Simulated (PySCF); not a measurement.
# C2H6BFN2: the cost of one run

Computed with PySCF 2.14.0, with density-fitted response routines of our own, on a single molecule in the gas phase. Atoms count from 0, in the outputs and in this text.

## 1. The molecule as given

12 atoms, charge 0, multiplicity 1; geometry from: GFN2-xTB. The atoms were then displaced at random by about 0.01 Å, so the start is not that level's minimum.

Bonds of the start (Å): C0–N1 1.27, N1–C2 1.43, C2–B3 1.55, B3–N4 1.39, B3–F5 1.36, C0–H6 1.10, C0–H7 1.08, C2–H8 1.07, C2–H9 1.13, N4–H10 0.99, N4–H11 1.00.

## 2. Relaxing the molecule at PBE0-D3(BJ)/def2-SVP

Job settings and geometry (Å):

```
{"job": {"xc": "PBE0", "basis": "def2-SVP", "d3": "d3bj", "grid": 1, "shake": 0.01, "kind": "geom"}, "charge": 0, "multiplicity": 1}
C      1.949670     0.774950    -0.024920
N      0.928070     0.262690    -0.570010
C      0.294080    -0.882140     0.013930
B     -1.150200    -0.558750     0.489630
N     -1.862610     0.575560     0.108070
F     -1.814370    -1.436200     1.282160
H      2.369000     1.674490    -0.492050
H      2.421240     0.445400     0.885770
H      0.260920    -1.644090    -0.735230
H      0.898850    -1.294680     0.869480
H     -1.456660     1.268450    -0.476200
H     -2.798300     0.786030     0.405060
```

The run is started by

```sh
OMP_NUM_THREADS=1 python probes_run.py task.json out
```

One launch serves the whole session: the jobs run in the order shown.

Q: Estimate the wall time and peak memory of this first job on 1 thread of Arm Neoverse V1, shared host.

About 56 s, with a peak of 0.47 GiB.
